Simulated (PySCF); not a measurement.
**Zr₂O: relaxation and vibrations of the singlet**

The task is one start of a wider search on Zr₂O: the singlet, from a bent start. It is relaxed, tested by its Hessian and followed downhill if it is a saddle.

Method: PBE0, basis O def2-TZVP, Zr def2-TZVP with ECP28, scalar-relativistic core potentials, no spin–orbit coupling, density fitting; program: PySCF 2.14.0.

### 1 Where the work starts

3 atoms, charge 0, spin multiplicity 1.

Bond lengths: O1–Zr2 2.170 Å, O1–Zr3 2.170 Å. Angles: Zr2–O1–Zr3 110.0°.

```xyz
3
charge 0 multiplicity 1
O     0.0000    0.0000    0.0000
Zr    1.7776    0.0000    1.2447
Zr   -1.7776    0.0000    1.2447
```

### 2 The SCF at the typed geometry

One driver script runs all steps and calls PySCF; scf.py shows how it sets up the SCF of each step. The optimiser is the driver's own. After this first run the driver tries any further starts and a stability analysis.

scf.py reads:

```python
from pyscf import gto, scf, dft
mol = gto.M(atom='''
O      0.000000     0.000000     0.000000
Zr     1.777600     0.000000     1.244700
Zr    -1.777600     0.000000     1.244700''',
    basis={'O': 'def2-TZVP', 'Zr': 'def2-TZVP'},
    ecp={'Zr': 'def2-TZVP'},
    charge=0, spin=0)
mf = dft.RKS(mol, xc='PBE0')
mf.grids.atom_grid = (50, 194)
aux = {'O': 'def2-universal-JKFIT', 'Zr': 'def2-universal-JKFIT'}
mf = mf.density_fit(auxbasis=aux)
mf.conv_tol = 1e-08
mf.diis_space = 10
mf.max_cycle = 60
mf.init_guess = 'minao'
mf.verbose = 4
mf.kernel()
```

On the command line:

```bash
OMP_NUM_THREADS=2 python axn.py task.json out
```

The log of the run, shortened:

```text
[... the frontier levels of the middle cycles are left out ...]
init E= -158.170459827362
cycle= 1 E= -168.251443659452  delta_E= -10.1  |g|= 1.48  |ddm|= 6.13
  HOMO = 0.0415763928958528  LUMO = 0.0531759311355884  gap/eV = 0.31564
cycle= 2 E= -157.006636058094  delta_E= 11.2  |g|=  3.7  |ddm|= 15.4
  HOMO = -0.143977522089984  LUMO = -0.136903155110815  gap/eV = 0.19250
cycle= 3 E= -168.319454890869  delta_E= -11.3  |g|= 1.66  |ddm|= 15.3
cycle= 4 E= -168.740283581696  delta_E= -0.421  |g|= 0.917  |ddm|= 0.592
cycle= 5 E= -169.005501199179  delta_E= -0.265  |g|= 0.105  |ddm|= 1.12
cycle= 6 E= -169.011342183827  delta_E= -0.00584  |g|= 0.134  |ddm|= 0.356
cycle= 7 E= -169.016808546152  delta_E= -0.00547  |g|= 0.0517  |ddm|= 0.132
cycle= 8 E= -169.021050659646  delta_E= -0.00424  |g|= 0.024  |ddm|= 0.24
cycle= 9 E= -169.022988987173  delta_E= -0.00194  |g|= 0.0125  |ddm|= 0.167
cycle= 10 E= -169.023734580096  delta_E= -0.000746  |g|= 0.0128  |ddm|= 0.0857
cycle= 11 E= -169.024534074081  delta_E= -0.000799  |g|= 0.00792  |ddm|= 0.109
cycle= 12 E= -169.025552438553  delta_E= -0.00102  |g|= 0.00951  |ddm|= 0.252
cycle= 13 E= -169.025561745854  delta_E= -9.31e-06  |g|= 0.00332  |ddm|= 0.0153
cycle= 14 E= -169.025706791246  delta_E= -0.000145  |g|= 0.00172  |ddm|= 0.112
cycle= 15 E= -169.02570916014  delta_E= -2.37e-06  |g|= 0.00115  |ddm|= 0.00701
cycle= 16 E= -169.025710283975  delta_E= -1.12e-06  |g|= 0.00071  |ddm|= 0.00499
cycle= 17 E= -169.025711462979  delta_E= -1.18e-06  |g|= 0.000251  |ddm|= 0.00901
cycle= 18 E= -169.025711526607  delta_E= -6.36e-08  |g|= 0.000108  |ddm|= 0.00193
cycle= 19 E= -169.025711532238  delta_E= -5.63e-09  |g|= 3.41e-05  |ddm|= 0.000426
  HOMO = -0.118146378761582  LUMO = -0.100208817249291  gap/eV = 0.48811
Extra cycle  E= -169.025711532841  delta_E= -6.02e-10  |g|= 3.01e-05  |ddm|= 0.000102
converged SCF energy = -169.025711532841
```

This step, with its further starts and checks, took 22 s on 2 threads of AMD EPYC (Zen 3), shared host.

Energies from each starting density:

```
                      start  energy (Eh)
    the minimal-basis guess  -169.025712
a thermally smeared density  -169.057463
      a smeared PBE density  -169.062177
```

The first run landed in a state that is too high. Following the other starts and the instabilities gains 95.7 kJ/mol (-169.06218 Eh), and the work goes on from there.

### 3 Relaxation: bent start, singlet

The program finds C2v symmetry in the start, which this walk keeps. The walk stops when the largest gradient is under 0.0003 Eh/bohr and the energy has settled too.

Changes to scf.py since step 2:

```diff
@@ -3,3 +3,3 @@
-O      0.000000     0.000000     0.000000
-Zr     1.777600     0.000000     1.244700
-Zr    -1.777600     0.000000     1.244700''',
+O      0.000000     0.000000    -1.143023
+Zr     1.777600    -0.000000     0.101677
+Zr    -1.777600     0.000000     0.101677''',
@@ -16 +15,0 @@
-mf.init_guess = 'minao'
```

Steps of the walk:

```
step  energy (Eh)  change (kJ/mol)  largest symmetric gradient (Eh/bohr)
   0  -169.062177             0.00                               0.08512
   1  -169.103860          -109.44                               0.06273
   2  -169.114881          -138.37                               0.07878
   3  -169.125880          -167.25                               0.01842
   4  -169.128373          -173.80                               0.01076
   5  -169.129633          -177.10                               0.00532
   6  -169.129950          -177.94                               0.00099
   7  -169.129968          -177.98                               0.00009
   8  -169.129968          -177.99                               0.00002
```

The walk took 56 s.

End point (C2v, 8 steps, 178.0 kJ/mol gained): O–Zr 1.906 Å (×2), Zr–Zr 2.914 Å; O–Zr–Zr 40.1° (×2), Zr–O–Zr 99.7°.

### 4 Hessian and properties

On the finer grid the gradient is checked again; gradients at displacements of ±0.02 bohr then give force constants and infrared intensities.

Changes to scf.py since step 3:

```diff
@@ -3,3 +3,3 @@
-O      0.000000     0.000000    -1.143023
-Zr     1.777600    -0.000000     0.101677
-Zr    -1.777600     0.000000     0.101677''',
+O      0.000000    -0.000000    -1.126248
+Zr     1.458643    -0.000000     0.099415
+Zr    -1.458643     0.000000     0.099415''',
@@ -10 +10 @@
-mf.grids.atom_grid = (50, 194)
+mf.grids.atom_grid = (75, 302)
@@ -13 +13 @@
-mf.conv_tol = 1e-08
+mf.conv_tol = 1e-10
```

This SCF starts from the last density.

SCF at the final geometry:

```text
init E= -169.129903038255
  HOMO = -0.154711774594081  LUMO = -0.104803130618912  gap/eV = 1.35808
cycle= 1 E= -169.12990303807  delta_E= 1.86e-10  |g|= 2.35e-05  |ddm|= 3.77e-05
  HOMO = -0.154711781337396  LUMO = -0.104803209489453  gap/eV = 1.35808
cycle= 2 E= -169.129903034957  delta_E= 3.11e-09  |g|= 9.4e-05  |ddm|= 0.000147
  HOMO = -0.154711786181836  LUMO = -0.104803196158662  gap/eV = 1.35808
cycle= 3 E= -169.12990303828  delta_E= -3.32e-09  |g|= 2.06e-06  |ddm|= 0.000118
  HOMO = -0.154711776237588  LUMO = -0.104803169366306  gap/eV = 1.35808
cycle= 4 E= -169.129903038282  delta_E= -1.82e-12  |g|= 6.41e-07  |ddm|= 1.97e-06
  HOMO = -0.154711745002954  LUMO = -0.104803122005133  gap/eV = 1.35808
Extra cycle  E= -169.129903038283  delta_E= -1.19e-12  |g|= 9.29e-07  |ddm|= 4.43e-06
converged SCF energy = -169.129903038283
```

The whole step took 2.5 min.

Geometry: C2v; O–Zr 1.905 Å (×2), Zr–Zr 2.917 Å; O–Zr–Zr 40.0° (×2), Zr–O–Zr 99.9°.

Modes, for the most abundant isotopes:

```tsv
symmetry	ω (cm⁻¹)	IR (km/mol)	μ (u)
a1	191	0.0	60.36
b2	517	7.7	17.94
a1	663	2.2	18.91
```

No imaginary mode, so this is a minimum.

Properties at this point:

* Dipole moment: 0.91 D
* Highest occupied level: -4.21 eV
* Lowest empty level: -2.85 eV
* Rotational constants: 0.764, 0.04406, 0.04166 cm⁻¹
* Zero-point energy: 8.2 kJ/mol
* Principal polarisabilities: 189.9, 210.0, 343.7 bohr³
* Atomisation energy without zero-point energy: 912 kJ/mol
* Principal traceless quadrupole moments about the centre of mass: -10.19, 2.16, 8.03 D Å
* Entropy at 298.15 K and 1 bar: 293.3 J/(mol K)
* Heat capacity Cp at 298.15 K: 49.8 J/(mol K)
* Enthalpy at 298.15 K above 0 K: 12.32 kJ/mol
* Rotational symmetry number: 2

Charges (e) and bond orders:

```
 atom  Mulliken  Löwdin  polar tensor  Mayer order to O1
   O1     -0.63   -0.27         -0.22                  –
Zr2,3      0.31    0.14          0.11               1.08
```

Mulliken populations on O1: s 3.88, p 4.72, d 0.02, f 0.00.

### 5 Stability of the closed shell

At the lowest minimum the closed shell is tested against spin polarisation, on the (50, 194) grid. It is unstable: an open-shell solution lies lower. That solution was not followed to a minimum here.

### 6 Results

| quantity | value |
| --- | --- |
| minimum | singlet, C2v (closed shell, unstable towards spin polarisation) |
| geometry | O–Zr 1.905 Å (×2), Zr–Zr 2.917 Å; O–Zr–Zr 40.0° (×2), Zr–O–Zr 99.9° |
| wavenumbers (cm⁻¹) | 191 (a1), 517 (b2), 663 (a1) |
| dipole moment | 0.91 D |
| highest occupied, lowest empty level | -4.21, -2.85 eV |
| polar-tensor charge of O1 | -0.22 e |
| zero-point energy | 8.2 kJ/mol |

The bent start keeps its C2v symmetry and ends in a minimum. In the infrared the band at 517 cm⁻¹ (b2) leads. The first SCF alone would have been 96 kJ/mol too high. Other starts or spin states, not run here, may lie lower. The small gap makes a closed-shell description doubtful. The closed shell proved unstable towards spin polarisation, so a lower open-shell solution exists.

The search up to here took 3.9 min on 2 threads of AMD EPYC (Zen 3), shared host.
